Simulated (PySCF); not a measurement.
**A base run of F2HfS and its variants**

Aim: run a base script for F2HfS, then edit it and compare.

The runs use PySCF 2.14.0; method and basis as typed in the scripts.

1 further run of the same task is left out (it didn't finish).

### Step 1. Where the work starts

F2HfS: 4 atoms, charge 0, spin multiplicity 1.

Bond lengths: Hf1–S2 2.304 Å, Hf1–F3 1.977 Å, Hf1–F4 1.977 Å. Angles: S2–Hf1–F3 108.8°, S2–Hf1–F4 108.8°, F3–Hf1–F4 111.2°.

### Step 2. Base script

File input.py:

```python
from pyscf import gto, scf, mp

mol = gto.M(
    atom='Hf 0 0.1752 -0.1537; S 0 -0.3867 2.0811; F 1.6312 -0.5607 -0.994; F -1.6312 -0.5607 -0.994',
    basis='crenbl',
    ecp={'Hf': 'crenbl', 'S': 'crenbl', 'F': 'crenbl'},
    charge=0,
    spin=0,
    verbose=4,
)
mf = scf.RHF(mol)
mf.level_shift = 0.3
mf.kernel()
mp.MP2(mf).kernel()
mf.dip_moment()
print('orbital energies (hartree):', mf.mo_energy[..., max(0, mol.nelec[1]-3):mol.nelec[0]+3].round(4))
```

Launch:

```
> OMP_NUM_THREADS=1 python input.py
```

The log of this run is left out.

In short: E(SCF) = -106.217210 Eh, E(MP2) − E(SCF) = -0.58989 Eh, μ = 7.36 D (of the SCF density).

### Step 3. Lanl2dz

Run 1 changes basis set: crenbl → lanl2dz. The core potential changes with it: totals don't compare.

File input.py:

```python
from pyscf import gto, scf, mp

mol = gto.M(
    atom='Hf 0 0.1752 -0.1537; S 0 -0.3867 2.0811; F 1.6312 -0.5607 -0.994; F -1.6312 -0.5607 -0.994',
    basis='lanl2dz',
    ecp={'Hf': 'lanl2dz', 'S': 'lanl2dz'},
    charge=0,
    spin=0,
    verbose=4,
)
mf = scf.RHF(mol)
mf.level_shift = 0.3
mf.kernel()
mp.MP2(mf).kernel()
mf.dip_moment()
print('orbital energies (hartree):', mf.mo_energy[..., max(0, mol.nelec[1]-3):mol.nelec[0]+3].round(4))
```

Launch:

```
> OMP_NUM_THREADS=1 python input.py
```

### Step 4. Damping 0.95

Run 2 changes damping: none → 0.95.

input.py, as its differences from that of step 2:

```diff
@@ -12,2 +12,4 @@
 mf.level_shift = 0.3
+mf.damp = 0.95
+mf.diis_start_cycle = 8
 mf.kernel()
```

Before running it: what results should come out? Wanted: for each run, E(SCF); from base; gap; SCF dipole; after the SCF.

As calculated:

| run | E(SCF) (hartree) | from base (eV) | cycles | gap (eV) | SCF dipole (D) | after the SCF |
| --- | --- | --- | --- | --- | --- | --- |
| base | -106.217210 | 0 | 19 | 8.08 | 7.36 | MP2 correlation -16.052 eV |
| lanl2dz | -257.350885 | not comparable | 18 | 8.02 | 7.38 | MP2 correlation -11.873 eV |
| damping 0.95 | -106.217210 | 0.0000 | 25 | 8.08 | 7.36 | MP2 correlation -16.052 eV |

Distance from each run's final energy (log10 hartree) by cycle:

| run | cycle 1 | cycle 2 | cycle 3 | cycle 5 | cycle 8 | cycle 12 |
| --- | --- | --- | --- | --- | --- | --- |
| base | -0.6 | -1.4 | -2.0 | -2.6 | -3.9 | -6.3 |
| lanl2dz | -0.2 | -1.3 | -2.0 | -2.9 | -4.2 | -6.6 |
| damping 0.95 | -0.6 | -0.6 | -0.6 | -0.7 | -1.5 | -3.0 |

What this shows: With damping 0.95 the SCF ends at the base energy. The base needs 19 cycles and the run with damping 0.95 needs 25.
